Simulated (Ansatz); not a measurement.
# CH5AlO3: up Jacob's ladder to CCSD(T)

Aim: compute CH5AlO3 with functionals from several rungs and with coupled cluster, and see how far each lands from CCSD(T) at the basis-set limit for the atomisation energy.

The runs use Ansatz 0.2.0, Gaussian basis; functionals in def2-TZVPP, the program's frozen cores in correlated methods.

Plan: LDA (SPW92), PBE-D4, revPBE-D4, BLYP-D4, r2SCAN-D4, B97M-V, PBE0-D4, B3LYP-D4, r2SCANh-D4, r2SCAN0-D4, HSE06-D4, BHLYP-D4, CAM-B3LYP-D4, LC-ωPBE, ωB97X-V, ωB97M-V, B2PLYP, PBE-QIDH; CCSD(T)/def2-SVP; CCSD(T)/def2-TZVPP; MP2/def2-QZVPP; extrapolation to the limit; RPA on PBE.

### Step 1. The geometry

An earlier PBE0-D4 in a triple-zeta def2 set relaxation fixed the geometry.

SMILES `C[O][Al]([OH])[OH]`, 10 atoms, charge 0, spin multiplicity 1.

Atoms are counted from 1 here; the program's logs count them from 0.

Bond lengths: C1–O2 1.399 Å, C1–H6 1.096 Å, C1–H7 1.095 Å, C1–H8 1.095 Å, O2–Al3 1.678 Å, Al3–O4 1.689 Å, Al3–O5 1.689 Å, O4–H9 0.955 Å, O5–H10 0.955 Å. Angles: O2–C1–H6 112.5°, O2–C1–H7 110.0°, O2–C1–H8 110.0°, H6–C1–H7 108.1°, H6–C1–H8 108.1°, H7–C1–H8 107.9°, C1–O2–Al3 134.3°, O2–Al3–O4 120.5°, O2–Al3–O5 119.4°, O4–Al3–O5 120.1°, Al3–O4–H9 122.3°, Al3–O5–H10 122.5°.

### Step 2. LDA

This LDA is Slater exchange with PW92 correlation.

File in.yaml:

```yaml
crystal:
  periodic: [false, false, false]
  atoms:
    - {symbol: C, position_ang: [-0.667024, 1.034627, 1.346314]}
    - {symbol: O, position_ang: [-0.411970, -0.190950, 0.721105]}
    - {symbol: Al, position_ang: [0.352916, -0.643785, -0.701816]}
    - {symbol: O, position_ang: [0.467466, -2.273109, -1.132689]}
    - {symbol: O, position_ang: [1.010479, 0.545298, -1.704944]}
    - {symbol: H, position_ang: [-0.278326, 1.885912, 0.775795]}
    - {symbol: H, position_ang: [-0.206922, 1.051622, 2.339910]}
    - {symbol: H, position_ang: [-1.745860, 1.173435, 1.473098]}
    - {symbol: H, position_ang: [0.107069, -2.971642, -0.589416]}
    - {symbol: H, position_ang: [1.455175, 0.337492, -2.524558]}
basis:
  gaussian: {orbitals: def2-TZVPP}
hamiltonian: {xc: lda}
output: {orbitals: {seedname: orbitals}}
```

Run with:

```
ansatz run in.yaml --threads 4 --pin off --events-out ev --progress --plain --max-ram 10444MiB
```

After this run come: PBE-D4 (GGA); revPBE-D4 (GGA); BLYP-D4 (GGA); r2SCAN-D4 (meta-GGA); B97M-V (meta-GGA); PBE0-D4 (hybrid); B3LYP-D4 (hybrid); r2SCANh-D4 (hybrid); r2SCAN0-D4 (hybrid); HSE06-D4 (hybrid); BHLYP-D4 (hybrid); CAM-B3LYP-D4 (range-separated); LC-ωPBE (range-separated); ωB97X-V (range-separated); ωB97M-V (range-separated); B2PLYP (double hybrid); PBE-QIDH (double hybrid); CCSD(T) in def2-SVP; CCSD(T) in def2-TZVPP; MP2 in def2-QZVPP; RPA on PBE orbitals.

**Question.** What will the summary of the whole plan be? Wanted: atomisation energy, CCSD(T)/CBS; farthest beyond LDA; mean size of error, GGA; mean size of error, meta-GGA; mean size of error, hybrid; mean size of error, range-separated; mean size of error, double hybrid; gap, smallest and largest; T1 diagnostic.

**Answer**, as computed:

```
                               quantity                                      value
        atomisation energy, CCSD(T)/CBS                              3981.7 kJ/mol
 functionals within 19.9 kJ/mol (0.5 %)           r2SCAN-D4, CAM-B3LYP-D4, ωB97M-V
                    farthest beyond LDA                   BHLYP-D4 (-187.8 kJ/mol)
                mean size of error, GGA                                48.1 kJ/mol
           mean size of error, meta-GGA                                25.2 kJ/mol
             mean size of error, hybrid                                87.8 kJ/mol
    mean size of error, range-separated                                22.8 kJ/mol
      mean size of error, double hybrid                                69.0 kJ/mol
              gap, smallest and largest  5.20 eV (LDA (SPW92)), 12.75 eV (LC-ωPBE)
                          T1 diagnostic                                     0.0120
triples share of the correlation energy                                      3.4 %
```

In words: LDA overbinds by 553.0 kJ/mol (14 %). PBE-D4 misses by +27.3 kJ/mol. Double hybrids carry the basis error of their MP2 part in triple zeta, and no dispersion term here, so their miss is partly the set-up's. Taken by rung, range-separated functionals do best (22.8 kJ/mol on average) and hybrid ones worst beyond LDA (87.8 kJ/mol). The gap between the best rungs is small, so their order is not settled. The mean of the hybrids holds BHLYP, with half exact exchange. The reference freezes the cores and leaves out relativity and excitations past (T), so misses under about 19.9 kJ/mol can't be ranked. Hartree-Fock recovers 71 % of the binding; the rest is correlation. CCSD(T) in def2-SVP is off by -278.2 kJ/mol, so the small basis spoils what the method gains. Orbital gaps span 5.2 to 12.7 eV; exact exchange widens them.
